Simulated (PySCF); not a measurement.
# GeH6N2: the cost of one run

Programs: PySCF 2.14.0, with density-fitted response routines of our own. Each step states its level of theory. These are calculated values for one molecule in the gas phase, unless marked as measured. Atoms count from 0, in the outputs and in this text.

### 1 Starting geometry

9 atoms, charge 0, multiplicity 1; geometry from: GFN2-xTB. The atoms were then displaced at random by about 0.01 Å, so the start is not that level's minimum.

Bonds of the start (Å): N0–Ge1 1.84, Ge1–N2 1.84, N0–H3 0.98, N0–H4 1.01, Ge1–H5 1.50, Ge1–H6 1.51, N2–H7 0.98, N2–H8 0.98.

### 2 Geometry optimisation at PBE0-D3(BJ)/def2-SVP

The job: settings as JSON, then the geometry in Å.

```
{"job": {"xc": "PBE0", "basis": "def2-SVP", "d3": "d3bj", "grid": 1, "shake": 0.01, "kind": "geom"}, "charge": 0, "multiplicity": 1}
N      1.596320    -0.202860     0.249600
Ge    -0.040690     0.626260     0.150830
N     -1.373470    -0.591490    -0.183490
H      1.662760    -0.967370     0.866290
H      2.015530    -0.440240    -0.635890
H     -0.350450     1.194870     1.500950
H      0.122640     1.722880    -0.874300
H     -2.287000    -0.254060    -0.088830
H     -1.287830    -1.105130    -1.018910
```

Command:

```sh
OMP_NUM_THREADS=1 python probes_run.py task.json out
```

One launch serves the whole session: the jobs run in the order shown.

Q: Estimate the wall time and peak memory of this first job on 1 thread of Arm Neoverse V1, shared host.

About 26 s, with a peak of 0.38 GiB.
